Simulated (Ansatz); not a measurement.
## C2H5FN2Si, SMILES NC1=C([SiH2]F)N1: a geometry optimisation

Program: Ansatz 0.2.0 through its Python package.

The script reads `c2h5fn2si.xyz`:
```text
11

N    -1.11020   -0.95390    1.66460
C    -0.16570   -0.50120    0.89540
C     0.32580    0.05160   -0.16320
Si    0.39310    0.84490   -1.66840
F    -1.19390    1.07280   -2.15010
N     1.18480   -0.38850    0.85560
H    -1.99730   -1.05420    1.14520
H    -0.86940   -1.69090    2.22180
H     0.99710    2.17530   -1.57180
H     0.99890    0.05220   -2.70700
H     1.50240    0.33480    1.49840
```

The script, `opt_c2h5fn2si.py`:
```python
import itertools

import ansatz as az
from ase.data import atomic_numbers, covalent_radii
import numpy as np

SETTINGS = {
    "basis": "def2-SVP",
    "functional": "r2SCAN",
}


def main() -> None:
    system = az.Crystal.molecule_from_extxyz("c2h5fn2si.xyz")

    model = system.calculation().basis(gaussian=SETTINGS["basis"]).functional(SETTINGS["functional"])
    symbols = [site.symbol for site in system.cartesian_sites]
    start = np.array([site.position_ang for site in system.cartesian_sites], dtype=float)
    def progress(event):
        if event["event"] == "relax_step":
            row = event["data"]
            print(f"step {row['step']:3d}  E = {row['lagrangian_ev']:.6f} eV  largest force component {row['allowed_force_max_ev_ang']:.4f} eV/A")


    report = model.relax(force_tolerance=0.01).session().plan().execute(on_event=progress).report
    end = np.array(report["positions_ang"])

    for key in ("converged", "free_energy_ev", "reference_energy_ev", "n_frozen", "n_occupied", "n_virtual"):
        print(f"{key:22s} {report[key]}")

    radius = [covalent_radii[atomic_numbers[s]] for s in symbols]
    span = lambda where, i, j: np.linalg.norm(where[i] - where[j])
    bonded = [(i, j) for i, j in itertools.combinations(range(len(symbols)), 2) if min(span(start, i, j), span(end, i, j)) < 1.2 * (radius[i] + radius[j])]
    print("pair        before    after (A)")
    for i, j in bonded:
        print(f"{symbols[i]}{i}-{symbols[j]}{j}".ljust(10), f"{span(start, i, j):8.4f} {span(end, i, j):8.4f}")

    charges = report["charge_distribution"]
    dipole = np.array(charges["dipole_moment_e_ang"]) * 4.803205
    print("dipole (D): {:.3f} {:.3f} {:.3f}, length {:.3f}".format(*dipole, np.linalg.norm(dipole)))
    print("atom  Mulliken   Lowdin")
    for symbol, m, l in zip(symbols, charges["mulliken_charges_e"], charges["lowdin_charges_e"]):
        print(f"{symbol:4s} {m:9.3f} {l:8.3f}")
    with open("c2h5fn2si_opt.xyz", "w") as handle:
        handle.write(f"{len(symbols)}\nrelaxed C2H5FN2Si\n")
        handle.writelines(f"{s:2s} {x:11.6f} {y:11.6f} {z:11.6f}\n" for s, (x, y, z) in zip(symbols, end))


if __name__ == "__main__":
    main()
```

```console
$ python opt_c2h5fn2si.py
step   1  E = -15714.219000 eV  largest force component 5.1345 eV/A
step   2  E = -15714.931226 eV  largest force component 2.4117 eV/A
step   3  E = -15715.150013 eV  largest force component 0.6503 eV/A
step   4  E = -15715.092173 eV  largest force component 1.0065 eV/A
step   5  E = -15715.189785 eV  largest force component 0.2445 eV/A
step   6  E = -15715.195903 eV  largest force component 0.1571 eV/A
step   7  E = -15715.201925 eV  largest force component 0.1593 eV/A
step   8  E = -15715.204481 eV  largest force component 0.2272 eV/A
step   9  E = -15715.214222 eV  largest force component 0.3615 eV/A
step  10  E = -15715.217865 eV  largest force component 0.1525 eV/A
[... 36 cycles left out ...]
step  47  E = -15715.308667 eV  largest force component 0.1450 eV/A
step  48  E = -15715.310131 eV  largest force component 0.0793 eV/A
step  49  E = -15715.310584 eV  largest force component 0.0502 eV/A
step  50  E = -15715.310488 eV  largest force component 0.1141 eV/A
step  51  E = -15715.311010 eV  largest force component 0.0286 eV/A
step  52  E = -15715.311168 eV  largest force component 0.0178 eV/A
step  53  E = -15715.311240 eV  largest force component 0.0152 eV/A
step  54  E = -15715.311287 eV  largest force component 0.0164 eV/A
step  55  E = -15715.311313 eV  largest force component 0.0111 eV/A
step  56  E = -15715.311321 eV  largest force component 0.0050 eV/A
converged              True
free_energy_ev         -15715.311331604287
reference_energy_ev    -15715.311331604287
n_frozen               0
n_occupied             [27, 27]
n_virtual              [86, 86]
pair        before    after (A)
N0-C1        1.2995   1.3314
N0-H6        1.0329   1.0132
N0-H7        0.9548   1.0134
C1-C2        1.2914   1.3206
C1-N5        1.3558   1.4000
C2-Si3       1.7028   1.8035
C2-N5        1.4034   1.6307
Si3-F4       1.6741   1.6366
Si3-H8       1.4643   1.4904
Si3-H9       1.4402   1.4863
N5-H10       1.0184   1.0318
dipole (D): -2.000 -0.073 4.791, length 5.192
atom  Mulliken   Lowdin
N       -0.106    0.242
C        0.215   -0.153
C       -0.420   -0.265
Si       0.750    0.301
F       -0.360   -0.057
N       -0.296    0.051
H        0.166    0.038
H        0.162    0.037
H       -0.130   -0.097
H       -0.122   -0.095
H        0.140   -0.001
```

`c2h5fn2si_opt.xyz`, as written:
```text
11
relaxed C2H5FN2Si
N    -1.123292   -0.650213    1.834816
C    -0.194218   -0.462402    0.899805
C     0.340202    0.205380   -0.106349
Si    0.374214    0.981617   -1.733925
F    -0.248141    0.068146   -2.940870
N     0.960133   -1.162471    0.529045
H    -1.991450   -0.128993    1.800342
H    -1.103219   -1.508824    2.372724
H    -0.456125    2.217456   -1.666599
H     1.777083    1.274390   -2.128169
H     1.730413   -0.891187    1.159680
```

Total energies depend on the basis set; only differences at equal settings carry meaning. The end point is the stationary point reached from this start; no frequency run checks that it is a minimum, and the basis set is modest. The Löwdin charges here are taken after orthogonalising the functions within each atom; they differ from plain Löwdin charges, and their signs can be unphysical. Hardware and time: 4.5 min on 1 thread of Intel(R) Xeon(R) Platinum 8488C (Sapphire Rapids), with other jobs on the host, peak memory 0.25 GiB.

(Lines on the test bed's own set-up are left out of the output.)
